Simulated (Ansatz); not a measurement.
Task: vertical spin-state energies of CH₆SeSi₂, SMILES C1[SiH2][SiH2][Se]1, with the Ansatz DFT code, driven from Python. Give the script and its output. Use (for the species named): PBE0, def2-SVPD basis, multiplicity 1.

Contents of `ch6sesi2.xyz`:
```text
10

C    -1.23300    0.53230   -0.01210
Si    0.45670    0.56610   -0.72170
Si    0.85360   -1.09470    0.62200
Se   -1.19970   -0.86700    1.30520
H    -1.49670    1.54140    0.44820
H    -2.02040    0.38040   -0.82500
H     0.51440    0.16560   -2.12980
H     1.24150    1.80420   -0.37200
H     1.12610   -2.34490   -0.03210
H     1.84070   -0.73460    1.72020
```

Script `ch6sesi2_spin.py`:
```python
"""Gap between spin states of CH6SeSi2 at one geometry."""

import ansatz as az


def main() -> None:
    system = az.Crystal.molecule_from_extxyz("ch6sesi2.xyz")

    calc = (
        system.calculation()
        .basis(gaussian="def2-SVPD")
        .functional("pbe0")
    )
    found = {}
    for unpaired in [0, 2]:
        rep = calc.spin("collinear", total=unpaired).run(threads=1).report
        s = unpaired / 2
        found[unpaired] = rep["free_energy_ev"]
        print(f"2S+1 = {unpaired + 1}: E = {found[unpaired]:.5f} eV, <S^2> = {abs(rep['mean_field']['state']['spin_squared']):.3f} (pure state {s * (s + 1):.2f})")
    lowest = min(found, key=found.get)
    for unpaired, e in found.items():
        print(f"multiplicity {unpaired + 1}: {96.485332 * (e - found[lowest]):.1f} kJ/mol above the lowest")


if __name__ == "__main__":
    main()
```

```console
$ python ch6sesi2_spin.py
2S+1 = 1: E = -82210.04772 eV, <S^2> = 0.000 (pure state 0.00)
2S+1 = 3: E = -82205.81916 eV, <S^2> = 2.005 (pure state 2.00)
multiplicity 1: 0.0 kJ/mol above the lowest
multiplicity 3: 408.0 kJ/mol above the lowest
```

In order: multiplicity 1 (+0.00 eV) and multiplicity 3 (+4.23 eV), all at the one geometry.

Total energies depend on the basis set; only differences at equal settings carry meaning. The geometry is a force-field or estimated start, not a minimum of this method, and the basis set is short of its limit. All parts are taken at fixed geometry, without zero-point energy. Finished in 59 s on 1 thread of Arm Neoverse V2 (shared host), peak memory 0.65 GiB.
